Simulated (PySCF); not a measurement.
# C6H7FN2: circular dichroism and optical rotation

Wanted: circular dichroism and optical rotation for C6H7FN2 (`[H]/N=C1/C[C@H](F)C[C@@H]1C#N`).

Programs: PySCF 2.14.0, with routines of our own; each step states its level. All values are computed. Atoms count from 0.

### Step 1. The system as given

16 atoms, charge 0, multiplicity 1; geometry from: GFN2-xTB.

### Step 2. Circular dichroism and optical rotation: TDDFT PBE0/def2-SVPD

The job: settings as JSON, then the geometry in Å.

```
{"job": {"kind": "ecd", "xc": "PBE0", "basis": "def2-SVPD", "nstates": 8}, "charge": 0, "multiplicity": 1}
N      1.309566    -1.185725     2.786103
C      1.109124    -0.907660     1.695714
C      0.836700    -0.520044     0.336743
C     -0.381743    -1.240392    -0.254181
C     -1.007010    -0.205978    -1.194093
F     -2.342699    -0.464110    -1.386678
C     -0.791639     1.133409    -0.492697
C      0.499456     0.979973     0.251724
N      1.151897     1.953434     0.679237
H      1.737645    -0.700420    -0.263344
H     -0.117112    -2.165087    -0.764395
H     -1.103432    -1.474190     0.531776
H     -0.546051    -0.225890    -2.189547
H     -0.768927     1.989784    -1.163294
H     -1.600217     1.292720     0.226156
H      2.006844     1.749120     1.189366
```

Method: TDDFT PBE0/def2-SVPD circular dichroism and optical rotation, one conformer, gas phase.

Launch:

```
OMP_NUM_THREADS=1 python excited_run.py task.json out
```

One launch serves the whole session: the jobs run in the order shown.

Standard output:

```text
coarse grid: 14072 points
cycle   1  E = -441.2044818016  dE =  1.362e+00  |g| = 6.867e-01  |ddm| = 6.825e+00
cycle   2  E = -440.9117021311  dE =  2.928e-01  |g| = 1.370e+00  |ddm| = 4.480e+00
cycle   3  E = -441.3015261960  dE = -3.898e-01  |g| = 1.899e-01  |ddm| = 3.435e+00
cycle   4  E = -441.3085765538  dE = -7.050e-03  |g| = 7.144e-02  |ddm| = 3.381e-01
cycle   5  E = -441.3094561225  dE = -8.796e-04  |g| = 2.808e-02  |ddm| = 1.217e-01
cycle   6  E = -441.3096242491  dE = -1.681e-04  |g| = 6.635e-03  |ddm| = 7.569e-02
cycle   7  E = -441.3096327663  dE = -8.517e-06  |g| = 2.286e-03  |ddm| = 1.971e-02
final grid: 138440 points
cycle   8  E = -441.3678002750  dE = -4.603e-05  |g| = 6.652e-03  |ddm| = 1.528e-01
cycle   9  E = -441.3677920493  dE =  8.226e-06  |g| = 9.145e-03  |ddm| = 3.325e-02
cycle  10  E = -441.3678109331  dE = -1.888e-05  |g| = 1.692e-03  |ddm| = 1.856e-02
cycle  11  E = -441.3678115050  dE = -5.719e-07  |g| = 3.440e-04  |ddm| = 6.737e-03
cycle  12  E = -441.3678115259  dE = -2.090e-08  |g| = 1.751e-04  |ddm| = 1.522e-03
cycle  13  E = -441.3678115313  dE = -5.447e-09  |g| = 6.211e-05  |ddm| = 3.987e-04
cycle  14  E = -441.3678115320  dE = -6.930e-10  |g| = 2.758e-05  |ddm| = 1.315e-04
converged SCF energy = -441.3678115320

Singlet excitations and rotatory strengths (1e-40 esu^2 cm^2)
state   eV       nm     f(len)   f(vel)    R(len)    R(vel)   main configurations
  1   5.0151   247.2  0.00144  0.00215     5.867     5.064   H->L 0.97
  2   6.9455   178.5  0.00424  0.00474    -4.218    -5.604   H->L+1 0.93
  3   7.0848   175.0  0.00570  0.00509    17.655    18.275   H->L+2 0.89
  4   7.2605   170.8  0.02304  0.02272    10.283    10.227   H-1->L 0.68, H-2->L 0.25
  5   7.5940   163.3  0.01082  0.01126    -4.973    -5.071   H-3->L 0.79
  6   7.6393   162.3  0.04610  0.04588   -27.055   -27.009   H->L+3 0.58, H-2->L 0.15
  7   7.6977   161.1  0.05225  0.05159    22.885    23.560   H-4->L 0.26, H-2->L 0.25, H->L+3 0.20
  8   7.9121   156.7  0.00701  0.00701     4.585     4.846   H->L+4 0.55, H-4->L 0.17, H-2->L 0.13

Specific rotation (deg / (dm g/mL))
    nm     length   length(OI)   velocity    alpha(len)  alpha(vel)
  633.0     191.01     190.43     178.05       78.770     78.574
  589.3     225.23     224.57     209.88       79.018     78.823
  546.0     269.69     268.91     251.19       79.328     79.134
  436.0     476.06     474.83     442.39       80.616     80.429
  405.0     583.94     582.51     541.97       81.203     81.020
  365.0     798.11     796.38     738.87       82.229     82.052
  355.0     873.32     871.50     807.76       82.550     82.376
```

Run time: 2 min. Hardware: 1 thread of Arm Neoverse V1, shared host; peak memory 0.99 GiB.

### Step 3. Results

```
                                                                                 quantity                                                          value
state of largest rotatory strength (velocity form) among 8 (step 2, TDDFT PBE0/def2-SVPD)  7.64 eV, R = -27.0 (velocity), -27.1 (length) ·10⁻⁴⁰ esu² cm²
                             specific rotation at 633.0 nm (step 2, TDDFT PBE0/def2-SVPD)                               178.1 (velocity), 191.0 (length)
```

**Reading.** Rotations belong to one conformer.
